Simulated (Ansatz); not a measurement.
# SiSb2: the cost of one run

Method: DFT PBE, scalar-relativistic, plane waves, PAW, in Ansatz 0.2.0.

**1. The structure to begin with**

It takes space group P4/nmm (No. 129, tetragonal). The conventional cell has a = 4.052 Å, b = 4.052 Å, c = 8.504 Å, α = 90.00°, β = 90.00°, γ = 90.00°. Si (site symmetry 4mm) has 9 Sb at 2.95 to 3.13 Å as nearest neighbours. Sb (site symmetry -4m2) has 4 Sb at 2.87 Å and 4 Si at 3.13 Å as nearest neighbours. Around Sb (site symmetry 4mm) lie 5 Si at 2.95 to 3.06 Å.

Coordinates:

```
Si Sb
1.0
     4.05236    0.00000    0.00000
     0.00000    4.05236    0.00000
     0.00000    0.00000    8.50439
Si Sb
2 4
Direct
  0.50000 0.00000 0.28000
  0.00000 0.50000 0.72000
  0.00000 0.00000 0.00000
  0.50000 0.50000 0.00000
  0.50000 0.00000 0.64000
  0.00000 0.50000 0.36000
```

(A quick probe on a coarse mesh, which set the mesh and smearing, is not shown.)

**3. Rough relaxation on the coarse mesh**

Contents of input.yaml:

```yaml
crystal:
  lattice:
    - [4.0523555701, 0.0, 0.0]
    - [0.0, 4.0523555701, 0.0]
    - [0.0, 0.0, 8.5043928081]
  atoms:
    - { symbol: Si, position: [0.5, 0.0, 0.28] }
    - { symbol: Si, position: [0.0, 0.5, 0.72] }
    - { symbol: Sb, position: [0.0, 0.0, 0.0] }
    - { symbol: Sb, position: [0.5, 0.5, 0.0] }
    - { symbol: Sb, position: [0.5, 0.0, 0.64] }
    - { symbol: Sb, position: [0.0, 0.5, 0.36] }
basis:
  ecutwfc: 420
kpoints:
  mp_grid: { grid: [4, 4, 2] }
hamiltonian:
  xc: pbe
scf:
  occupations: { method: gaussian, width: 0.1 }
  lower_state_search: "off"
output:
  forces: true
  stress: true
  eigenvalues: true
relax:
  adjacent_minimum: "off"
  f_tol: 0.04
  max_steps: 70
  cell: { stress_tol: 0.4 }
```

Launch:

```
ansatz run input.yaml --threads 1 --pin off --max-ram 2560MiB --backend cpu --events-out ev --progress --plain --runs-dir out
```

Q: Estimate wall time and peak memory on 1 thread of Intel Xeon 6975P-C (Granite Rapids), shared host.

About 17 s, with a peak of 0.46 GiB.
